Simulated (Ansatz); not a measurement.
YbRh, space group Pm-3m: a scan of the energy under strain, run with Ansatz's Python interface.

`ybrh_strain.py`
```python
# -*- coding: utf-8 -*-
'''Energy of YbRh under shear strain, ions carried with the cell.'''

import ansatz as az
import numpy as np

VECTORS = np.array([
    [3.320754, 0.0, 0.0],
    [0.0, 3.320754, 0.0],
    [0.0, 0.0, 3.320754],
])
SITES = [
    ('Yb', (0.5, 0.5, 0.5)),
    ('Rh', (0.0, 0.0, 0.0)),
]


def make_crystal(cell):
    crystal = az.Crystal(lattice=az.Lattice.of(cell))
    for symbol, position in SITES:
        crystal = crystal.atom(symbol, position)
    return crystal


def main():
    # clamped ions: the fractional positions stay as typed
    values = np.linspace(-0.05, 0.05, 7)
    energies = []
    for d in values:
        strain = np.array([[0, d / 2, 0], [d / 2, 0, 0], [0, 0, 0]])
        cell = VECTORS @ (np.eye(3) + strain)
        model = (
            make_crystal(cell).calculation()
            .eigensolver('davidson', mixed_precision=False)
            .functional(az.Functional.R2SCAN, dispersion='d4')
            .scf(tolerance=1e-05)
            .occupations(az.OccupationsMethod.METHFESSEL_PAXTON, width=0.01)
            .pseudopotentials('paw')
            .basis(380, density_ratio=4)
            .kpoints(10, 10, 10)
            .stress()  # GPa
        )
        data = model.run().report
        energies.append(data['free_energy_ev'] / len(SITES))
        s = data['stress_gpa']
        print(f'd = {d:+.4f}  stress xx yy zz xy (GPa, compression positive): {s[0][0]:8.3f} {s[1][1]:8.3f} {s[2][2]:8.3f} {s[0][1]:8.3f}')
    energies = np.array(energies)

    for value, e in zip(values, energies):
        print(f'strain {value:7.3f}   E - Emin = {1000 * (e - energies.min()):9.3f} meV/atom')
    curvature = 2 * np.polyfit(values, energies, 3)[1]
    volume = abs(np.linalg.det(VECTORS)) / len(SITES)
    print(f'd2E/dd2 over the volume: {curvature / volume * 160.21766:.1f} GPa')


if __name__ == '__main__':
    main()
```

How much energy does this shear strain cost, and what curvature follows?

Against the unstrained cell the energy per atom changes by +6.33 meV at one end of the scan and +6.33 meV at the other, and its second derivative over the volume is 44.3 GPa.

The output:

```console
$ python ybrh_strain.py
DeckWarning: basis.ecutwfc = 380 eV is below the records' recommended 500 eV, and the density's cutoff is lower with it unless basis.ecutrho_ratio is high enough to keep the records' density cutoff: compare with a run at a higher cutoff
DeckWarning: basis.ecutrho_ratio = 4 (ecutrho = 1520 eV) is below the records' recommended 2000 eV
DeckWarning: output.stress: scf.convergence.dr2_threshold = 1e-5 eV is looser than the 2e-10 eV advised for a printed stress (1e-10 eV for each atom of the cell: 2). What an SCF threshold leaves in a stress goes as its square root, and in the free energy as [...]
d = -0.0500  stress xx yy zz xy (GPa, compression positive):    2.523    2.523    2.626    2.118
d = -0.0333  stress xx yy zz xy (GPa, compression positive):    2.382    2.382    2.468    1.474
d = -0.0167  stress xx yy zz xy (GPa, compression positive):    2.324    2.324    2.367    0.712
d = +0.0000  stress xx yy zz xy (GPa, compression positive):    2.288    2.288    2.288    0.000
d = +0.0167  stress xx yy zz xy (GPa, compression positive):    2.324    2.324    2.368   -0.708
d = +0.0333  stress xx yy zz xy (GPa, compression positive):    2.382    2.382    2.468   -1.474
d = +0.0500  stress xx yy zz xy (GPa, compression positive):    2.524    2.524    2.626   -2.118
strain  -0.050   E - Emin =     6.326 meV/atom
strain  -0.033   E - Emin =     2.816 meV/atom
strain  -0.017   E - Emin =     0.698 meV/atom
strain   0.000   E - Emin =     0.000 meV/atom
strain   0.017   E - Emin =     0.697 meV/atom
strain   0.033   E - Emin =     2.816 meV/atom
strain   0.050   E - Emin =     6.326 meV/atom
d2E/dd2 over the volume: 44.3 GPa
```
(Warnings from the package without file and line, shortened.)

The settings weren't tested for convergence. The cutoff lies under the one recommended for these potentials. Semilocal functionals put the nearly full 4f shell of Yb too close to the Fermi level. Under the recommended cutoff a pressure can be off by several GPa, even in sign. Dispersion corrections can be off by several per cent in the lattices of metals, and by several GPa in the pressure at a fixed cell. The curvature belongs to this strain pattern and to the cell's stress; it equals a single elastic constant only for simple patterns. In a metal a curvature from energy changes of a few meV or less hangs on mesh and smearing, in size and even in sign. This cell is a computed structure, which may not be the phase found in nature. The ions keep their fractional positions (clamped ions). Run time: 100 s on 1 thread of Intel(R) Xeon(R) 6975P-C (Granite Rapids), with other jobs on the host, peak memory 0.54 GiB.

(A comment or docstring line of the script was reworded after the run, the code is as it ran; lines on the test bed's own set-up are left out of the output.)
